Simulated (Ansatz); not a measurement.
ZnW2Se4:

```
W Se Zn
1.0
     3.31123    0.00000    0.00000
    -1.65561    2.86761    0.00000
     0.00000    0.00000   17.95801
W Se Zn
2 4 1
Cartesian
  0.0000 1.9117 4.3176
  0.0000 0.0000 13.9041
  0.0000 0.0000 6.0099
  0.0000 1.9117 12.2117
  0.0000 1.9117 15.5913
  0.0000 0.0000 2.6268
  0.0000 0.0000 9.2152
```

The cell comes from a database or a generator and needn't be the stable form of this composition.

| Item | Value |
| --- | --- |
| Program | Ansatz 0.2.0 |
| Task | single point |
| Functional | PBE |
| Potentials or basis | Ansatz PAW |
| Cutoff | 420 eV (not typed: the program's choice for these potentials) |
| k mesh | 9 × 9 × 2 |
| Occupations | fermi-dirac, width 0.05 eV |
| Spin | no spin polarisation |

On this cell: pressure -0.4 GPa; largest force 0.190 eV/Å; band gap on the k mesh 0.29 eV, indirect (least direct gap 0.34 eV).

The same run follows on a disturbed copy (atoms moved at random, drawn with an rms of 0.05 Å):

```
W Se Zn
1.0
     3.31123    0.00000    0.00000
    -1.65561    2.86761    0.00000
     0.00000    0.00000   17.95801
W Se Zn
2 4 1
Direct
  0.34417 0.67370 0.23803
  0.99367 0.00455 0.77645
  0.00873 0.00752 0.33853
  0.33955 0.67136 0.67755
  0.33886 0.67640 0.87048
  0.00048 0.00130 0.14772
  0.00538 0.99472 0.51178
```

Task: What does the disturbed cell give?

Result: The energy moves by +27.1 meV/atom; pressure -1.9 GPa; largest force 2.278 eV/Å; band gap on the k mesh 0.24 eV, indirect (least direct gap 0.50 eV).

Forces in eV/Å, atoms in the order of the input:
```
W   -0.306 -0.155  2.252
W    0.562  0.135 -0.932
Se   0.058 -0.004 -1.527
Se  -0.288 -0.013  1.177
Se  -0.274 -0.124 -0.221
Se   0.248  0.160 -0.812
Zn  -0.001  0.000  0.063
```

Stress tensor (GPa, compression positive):
```
-1.17  0.29 -0.23
 0.29 -1.41 -0.44
-0.23 -0.44 -3.21
```

Caveats: odd divisions of the mesh miss points on the zone boundary, where band edges often lie, so the gap on the mesh can be too wide; spin-orbit coupling is left out, which moves the levels of the heavy elements.

A k mesh can miss the band edges.
